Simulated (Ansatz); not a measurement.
I need a rigid scan of one bond length of CH3ClSeSi, SMILES Cl[SiH]1C[Se]1. Use the Ansatz DFT code, driven from Python. Settings (for the species named): r2SCAN, def2-SVP basis, multiplicity 1.

Input file `ch3clsesi.xyz`:
```text
7

Cl    1.04140   -1.68070   -1.65260
Si   -0.12220   -0.89600   -0.05350
C    -0.18270    0.93030    0.03280
Se    1.26600    0.45120    1.34320
H    -1.15670   -1.66780    0.63050
H     0.26450    1.45350   -0.84900
H    -1.04910    1.34140    0.50290
```

`ch3clsesi_scan.py`
```python
"""Stretching a bond of CH3ClSeSi, the rest held rigid."""

import warnings

import ansatz as az
import numpy as np

warnings.simplefilter("ignore", az.DeckWarning)

system = az.Crystal.molecule_from_extxyz("ch3clsesi.xyz")

symbols = [site.symbol for site in system.cartesian_sites]
start = np.array([site.position_ang for site in system.cartesian_sites])
axis = (start[4] - start[1]) / np.linalg.norm(start[4] - start[1])
moving = [4]
lengths, energies = [1.24, 1.34, 1.46, 1.61, 1.83, 2.19, 2.63, 3.21], []
for length in lengths:
    xyz = start.copy()
    xyz[moving] += (length - np.linalg.norm(start[4] - start[1])) * axis
    point = az.Crystal.molecule()
    for symbol, place in zip(symbols, xyz):
        point = point.atom(symbol, place.tolist())
    calc = point.calculation().basis(gaussian="def2-SVP").functional("r2SCAN").spin("collinear")
    rep = calc.run().report
    energies.append(rep["free_energy_ev"])
    print(f"r = {length:6.3f} A  E = {energies[-1]:.5f} eV  <S^2> = {abs(rep['mean_field']['state']['spin_squared']):.3f}")

print("energy above the lowest point (eV):", [round(e - min(energies), 3) for e in energies])
```

```console
$ python ch3clsesi_scan.py
r =  1.240 A  E = -86818.55870 eV  <S^2> = 0.000
r =  1.340 A  E = -86819.10685 eV  <S^2> = 0.000
r =  1.460 A  E = -86819.32256 eV  <S^2> = 0.000
r =  1.610 A  E = -86819.18790 eV  <S^2> = 0.000
r =  1.830 A  E = -86818.60622 eV  <S^2> = 0.000
r =  2.190 A  E = -86817.42275 eV  <S^2> = 0.000
r =  2.630 A  E = -86816.34435 eV  <S^2> = 0.510
r =  3.210 A  E = -86815.85393 eV  <S^2> = 0.867
energy above the lowest point (eV): [0.764, 0.216, 0.0, 0.135, 0.716, 1.9, 2.978, 3.469]
```

Reading the output:
- Total energies depend on the basis set; only differences at equal settings carry meaning.
- The rest of the molecule is held rigid at a force-field or estimated start geometry, and the basis set is modest; single-reference methods fail as a bond breaks.
- The expectation value of S² is noticeably off S(S+1) in at least one run, so that state is spin-contaminated.
- Wall time of the script: 120 s on 1 thread of Arm Neoverse V2, with other jobs on the host, peak memory 0.34 GiB.
